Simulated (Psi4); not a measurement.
# NbH4 (SMILES [H][Nb]([H])([H])[H]) at UPW86PBE/def2-SVPD (density fitting, core potential, dipole perturbation λ (added as +λ·μ, a field of −λ) (0, 0.005, 0) a.u.)

We compute the energy in a field of NbH4. Input form: a Python script.

Program for the calculation: Psi4 1.11.

3 further runs of the same task are left out: 2 that didn't finish, 1 set aside as unsound or not needed.

### 1 The structure to begin with

NbH4 has 5 atoms, charge 0, and is taken as a doublet. SMILES: `[H][Nb]([H])([H])[H]`. The shape comes from GFN2-xTB, which is rough for such elements, and wasn't checked as a minimum.

Bond lengths: Nb1–H2 1.747 Å, Nb1–H3 1.747 Å, Nb1–H4 1.747 Å, Nb1–H5 1.747 Å. Angles: H2–Nb1–H3 109.5°, H2–Nb1–H4 109.5°, H2–Nb1–H5 109.5°, H3–Nb1–H4 109.5°, H3–Nb1–H5 109.5°, H4–Nb1–H5 109.5°.

### 2 The energy in a field at UPW86PBE/def2-SVPD (density fitting, core potential, dipole perturbation λ (added as +λ·μ, a field of −λ) (0, 0.005, 0) a.u.)

calc.py

```python
import psi4

psi4.set_memory(1600000000)
psi4.set_num_threads(1)
psi4.set_output_file('h4nb.out', False)

geom = psi4.geometry("""
0 2
Nb
H 1 1.746662
H 1 1.746615 2 109.46717
H 1 1.746656 3 109.46921 2 119.99604
H 1 1.746606 3 109.47263 2 -120.00087
symmetry c1
no_reorient
no_com
""")

options = {'basis': 'def2-SVPD', 'reference': 'uks', 'perturb_h': True, 'perturb_with': 'dipole', 'perturb_dipole': [0.0, 0.005, 0.0]}
psi4.set_options(options)

E, wfn = psi4.energy("pw86pbe", return_wfn=True)
print('E =', round(E, 9))
```

Run with:

```console
$ python calc.py
```

**Question.** What will come out? Wanted: total energy; dipole moment; ⟨S²⟩.

Answer, from the run:

Level: UPW86PBE/def2-SVPD (density fitting, core potential, dipole perturbation λ (added as +λ·μ, a field of −λ) (0, 0.005, 0) a.u.).

```
     quantity         value
 total energy  -59.30518 Eh
dipole moment        0.68 D
         ⟨S²⟩         0.755
```
